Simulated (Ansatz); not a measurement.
Working through a single point from a YAML input of CaGa₂, space group P6/mmm

Computed with Ansatz 0.2.0 through its Python package.

Notebook, run cell by cell (the value of a cell's last expression is shown):

```python
from collections import Counter
import warnings

import ansatz
import pandas as pd
```

```python
INPUT = """
crystal:
  lattice:
    - [4.238858, 0.0, 0.0]
    - [-2.119429, 3.670959, 0.0]
    - [0.0, 0.0, 4.416409]
  atoms:
    - { symbol: Ca, position: [0.0, 0.0, 0.0] }
    - { symbol: Ga, position: [0.333333, 0.666667, 0.5] }
    - { symbol: Ga, position: [0.666667, 0.333333, 0.5] }
kpoints:
  mp_grid: { kspacing: 0.3 }
hamiltonian:
  xc: pbesol
scf:
  occupations: { method: fermi_dirac, width: 0.1 }
output:
  forces: true
accuracy: low
"""
```

```python
warnings.simplefilter("ignore", ansatz.DeckWarning)
```

```python
planned = ansatz.Session.from_yaml(INPUT).plan(threads=1, pin="off")
res = planned.execute()
r = res.report

{key: value for key, value in r.items() if isinstance(value, (int, float)) and "ev" in key}
```

    {'n_hpsi_unsolved_levels': 428,
     'gap_by_band_count_ev': -1.6341209169793451,
     'fermi_energy_ev': 8.06039543824579,
     'harris_foulkes_ev': -9281.657457348221,
     'scf_correction_max_component_ev_ang': 7.888609052210118e-31,
     'free_energy_ev': -9281.657457302883,
     'internal_energy_ev': -9281.606810317688,
     'lagrangian_ev': -9281.657457302883,
     'energy_sigma0_ev': -9281.632133810284,
     'lagrangian_sigma0_ev': -9281.632133810284,
     'lagrangian_above_aufbau_ev': -0.02565395213147146,
     'entropy_ts_ev': 0.05064698519615838}

```python
print("%-22s %14.5f eV" % ("F = E - TS", r["free_energy_ev"]))
print("%-22s %14.5f eV" % ("E", r["internal_energy_ev"]))
print("%-22s %14.5f eV" % ("Harris-Foulkes", r["harris_foulkes_ev"]))
print("%-22s %14.5f eV" % ("Fermi level", r["fermi_energy_ev"]))
```

    F = E - TS                -9281.65746 eV
    E                         -9281.60681 eV
    Harris-Foulkes            -9281.65746 eV
    Fermi level                   8.06040 eV

```python
# forces, one row an atom
table = pd.DataFrame(r["forces_ev_ang"], columns=["fx", "fy", "fz"])
table.insert(0, "atom", [site["symbol"] for site in r["lattice"]["sites"]])
table.round(4)
```

      atom   fx   fy   fz
    0   Ca -0.0 -0.0  0.0
    1   Ga  0.0  0.0  0.0
    2   Ga -0.0 -0.0  0.0

```python
told = Counter((n["data"]["severity"], n["data"]["kind"]) for n in res.notices if n["event"] == "notice")
for (severity, kind), count in sorted(told.items()):
    print(f"{severity:8s} {kind} x{count}")
```

    audit    band_cg_iterations x1
    audit    preconditioner_resolved x1

Caveats:
- The settings weren't tested for convergence.
- For a metal this k-point mesh is coarse: on a finer one energies can move by several to tens of meV an atom and pressures by half a GPa or more, differences at one mesh by less.
- The zero of the levels is a convention of the potentials, so an absolute Fermi energy is no work function.
- A gap by band count of zero or less means overlapping bands, a metal.
- This cell is a computed structure, which may not be the phase found in nature.
- Gaps and levels are Kohn-Sham values on a finite set of k-points, without spin-orbit coupling.
- Wall time of the script: 1.1 s on 1 thread of AMD EPYC 9R45 96-Core Processor (Zen 5) (shared host), peak memory 0.45 GiB.

(Lines on the test bed's own set-up are left out of the output.)
